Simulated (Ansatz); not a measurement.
# doublet BGeH4Cl+ at 6 levels

Aim: a comparison of 6 runs (UHF/3-21G, UB3LYP/6-31G*, U-r2SCAN/def2-SVP, UB3LYP/def2-SVP, UBHLYP/def2-SVP, UCAM-B3LYP/def2-SVP) of doublet BGeH4Cl+. 

The calculation is run with Ansatz 0.2.0.

59 further runs of the same task are left out: 59 set aside as unsound or not needed. Runs told in other sessions of the task aren't counted.

## Step 1: The molecule

BGeH4Cl+ has 7 atoms, charge +1, and is taken as a doublet. As SMILES of the parent species, `Cl[BH][GeH3]`. Geometry: relaxed at PBE0-D4/def2-TZVP. That shape belongs to the parent species and isn't relaxed for this state.

Bond lengths: Cl1–B2 1.738 Å, B2–Ge3 2.066 Å, B2–H4 1.193 Å, Ge3–H5 1.539 Å, Ge3–H6 1.539 Å, Ge3–H7 1.537 Å. Angles: Cl1–B2–Ge3 119.4°, Cl1–B2–H4 116.1°, Ge3–B2–H4 124.5°, B2–Ge3–H5 109.7°, B2–Ge3–H6 109.9°, B2–Ge3–H7 112.6°, H5–Ge3–H6 107.5°, H5–Ge3–H7 108.4°, H6–Ge3–H7 108.5°.

## Step 2: A single-point energy at UHF/3-21G (run 1)

File job.yaml:

```yaml
crystal:
  periodic: [false, false, false]
  atoms:
    - {symbol: Cl, position_ang: [-1.976000, -1.523900, 0.066800]}
    - {symbol: B, position_ang: [-0.280900, -1.157900, 0.180500]}
    - {symbol: Ge, position_ang: [0.359600, 0.783200, -0.117500]}
    - {symbol: H, position_ang: [0.439400, -2.075400, 0.430000]}
    - {symbol: H, position_ang: [-0.028000, 1.247000, -1.533300]}
    - {symbol: H, position_ang: [-0.333800, 1.724000, 0.884000]}
    - {symbol: H, position_ang: [1.881000, 0.935000, 0.043800]}
basis:
  gaussian:
    orbitals: 3-21G-spherical.json
output: {orbitals: {seedname: orbitals}}
hamiltonian:
  xc: hf
total_charge: 1
magnetization:
  spin_polarized: true
  initial_magnetization: 1
accuracy: high
```

The basis set 3-21G is read from a file made from the Basis Set Exchange's data (not shown).

On the command line:

```sh
$ ansatz run job.yaml --threads 1 --pin off --max-ram 2610MiB --events-out events.jsonl --progress --plain --runs-dir runs
```

Output:

```text
Warning: RAYON_NUM_THREADS=1 ignored (pool sized by the plan → 1); use --threads N
Functional definition: HF
  name "HF"
  exchange = exact_x
  correlation = 0
1027 factors; integrals over basis functions are off by at most 4.6e-9 eV
mean field evaluation 1: about -69363.1963 eV, gradient 1.4e1 eV
mean field evaluation 2: about -69363.3810 eV, gradient 1.4e1 eV
mean field evaluation 4: about -69364.9611 eV, gradient 1.5e0 eV
mean field evaluation 8: about -69365.0100 eV, gradient 2.7e-1 eV
mean field evaluation 16: about -69365.0176 eV, gradient 4.2e-5 eV
mean field evaluation 32: about -69362.8483 eV, gradient 1.1e1 eV
mean field evaluation 64: about -69355.9866 eV, gradient 7.7e0 eV
mean field -69365.01757450 eV, -2549.1173785652 hartree, gradient 5.3e-8 eV, S^2 0.760150; 1 other end points of the search recorded, 0 dependent functions left out
reference -69365.01757450 eV, -2549.1173785652 hartree; 29, 28 occupied and 23, 24 virtual orbitals, 1027 factors
Total energy: -69365.01757450 eV, -2549.1173785652 hartree
```

Run time: 1.6 s. Hardware: 1 thread of Arm Neoverse V2, shared host; peak memory 0.15 GiB.

## Step 3: The energy at UB3LYP/6-31G(d) (Cartesian functions) (run 2)

File molecule.yaml:

```yaml
crystal:
  periodic: [false, false, false]
  atoms:
    - {symbol: Cl, position_ang: [-1.976000, -1.523900, 0.066800]}
    - {symbol: B, position_ang: [-0.280900, -1.157900, 0.180500]}
    - {symbol: Ge, position_ang: [0.359600, 0.783200, -0.117500]}
    - {symbol: H, position_ang: [0.439400, -2.075400, 0.430000]}
    - {symbol: H, position_ang: [-0.028000, 1.247000, -1.533300]}
    - {symbol: H, position_ang: [-0.333800, 1.724000, 0.884000]}
    - {symbol: H, position_ang: [1.881000, 0.935000, 0.043800]}
basis:
  gaussian: {orbitals: "6-31G*"}
total_charge: 1
magnetization: {spin_polarized: true, initial_magnetization: 1}
hamiltonian: {xc: {name: B3LYP}}
accuracy: high
output: {orbitals: {seedname: orbitals}}
```

On the command line:

```sh
$ ansatz run molecule.yaml --threads 1 --pin off --max-ram 2610MiB --events-out events.jsonl --progress --plain --runs-dir runs
```

Output:

```text
Warning: RAYON_NUM_THREADS=1 ignored (pool sized by the plan → 1); use --threads N
Functional definition: B3LYP
  name "B3LYP"
  parameter a0 = 0.2
  parameter ax = 0.72
  parameter ac = 0.81
  exchange = (1 - a0 - ax)*slater_x + ax*b88_x + a0*exact_x
  correlation = (1 - ac)*vwn_rpa_c + ac*lyp_c
1573 factors; integrals over basis functions are off by at most 4.8e-9 eV
mean field evaluation 1: about -69765.3564 eV, gradient 1.3e1 eV
mean field evaluation 2: about -69765.7544 eV, gradient 1.0e1 eV
mean field evaluation 4: about -69766.1676 eV, gradient 1.3e0 eV
mean field evaluation 8: about -69766.2678 eV, gradient 7.3e-2 eV
mean field evaluation 16: about -69766.2678 eV, gradient 2.0e-4 eV
mean field evaluation 32: about -69766.1065 eV, gradient 1.9e0 eV
mean field -69766.26778829 eV, -2563.8630519450 hartree, gradient 5.4e-8 eV, S^2 0.752509; 2 other end points of the search recorded, 0 dependent functions left out
reference -69766.26782858 eV, -2563.8630534257 hartree; 29, 28 occupied and 48, 49 virtual orbitals, 1573 factors
Total energy: -69766.26782858 eV, -2563.8630534257 hartree
```

Run time: 15 s. Hardware: 1 thread of Arm Neoverse V2, shared host; peak memory 0.36 GiB.

Runs 3 to 5 aren't shown in full; the table further down has their settings and results.

## Step 4: The energy at UCAM-B3LYP/def2-SVP (run 6)

File run.yaml:

```yaml
basis:
  gaussian:
    orbitals: def2-SVP
crystal:
  periodic: [false, false, false]
  atoms:
    - symbol: Cl
      position_ang: [-1.976000, -1.523900, 0.066800]
    - symbol: B
      position_ang: [-0.280900, -1.157900, 0.180500]
    - symbol: Ge
      position_ang: [0.359600, 0.783200, -0.117500]
    - symbol: H
      position_ang: [0.439400, -2.075400, 0.430000]
    - symbol: H
      position_ang: [-0.028000, 1.247000, -1.533300]
    - symbol: H
      position_ang: [-0.333800, 1.724000, 0.884000]
    - symbol: H
      position_ang: [1.881000, 0.935000, 0.043800]
output:
  orbitals: {seedname: orbitals}
total_charge: 1
magnetization:
  spin_polarized: true
  initial_magnetization: 1
accuracy: high
hamiltonian:
  xc: {name: CAM-B3LYP}
```

On the command line:

```sh
$ ansatz run run.yaml --threads 1 --pin off --max-ram 2610MiB --events-out events.jsonl --progress --plain --runs-dir runs
```

Output, shortened:

```text
Warning: RAYON_NUM_THREADS=1 ignored (pool sized by the plan → 1); use --threads N
Functional definition: CAM-B3LYP
  name "CAM-B3LYP"
[...]
1779 factors; integrals over basis functions are off by at most 4.7e-9 eV
389 factors; integrals over basis functions are off by at most 2.4e-9 eV
[...]
mean field -69763.80934599 eV, -2563.7727058568 hartree, gradient 6.7e-8 eV, S^2 0.754364; 2 other end points of the search recorded, 0 dependent functions left out
reference -69763.80936514 eV, -2563.7727065606 hartree; 29, 28 occupied and 55, 56 virtual orbitals, 1779 factors
Total energy: -69763.80936514 eV, -2563.7727065606 hartree
```

It took 18 s on 1 thread of Arm Neoverse V2, shared host; peak memory 0.47 GiB.

## Step 5: All runs side by side

```csv
run,level,Cartesian functions,energy (Eh),HOMO energy (eV),LUMO energy (eV),⟨S²⟩,wall time
1,UHF/3-21G,no,-2549.117379,-18.03,-9.41,0.760,1.6 s
2,UB3LYP/6-31G* (Cartesian functions),yes,-2563.863053,-14.76,-12.44,0.753,15 s
3,U-r2SCAN/def2-SVP,no,-2563.618927,-14.07,-12.96,0.753,25 s
4,UB3LYP/def2-SVP,no,-2563.736727,-14.73,-12.45,0.753,14 s
5,UBHLYP/def2-SVP,no,-2563.628041,-16.13,-11.47,0.756,15 s
6,UCAM-B3LYP/def2-SVP,no,-2563.772707,-16.31,-11.26,0.754,18 s
```

## Step 6: Results

| quantity | value |
| --- | --- |
| run 6: total energy | -2563.77271 Eh |
| run 6: HOMO energy (highest over α and β) | -16.31 eV |
| run 6: LUMO energy (lowest over α and β) | -11.26 eV |
| run 6: ⟨S²⟩ | 0.754 |

**Reading.** Totals of different functionals can't be ranked against each other. All runs together took 89 s, the longest 25 s.
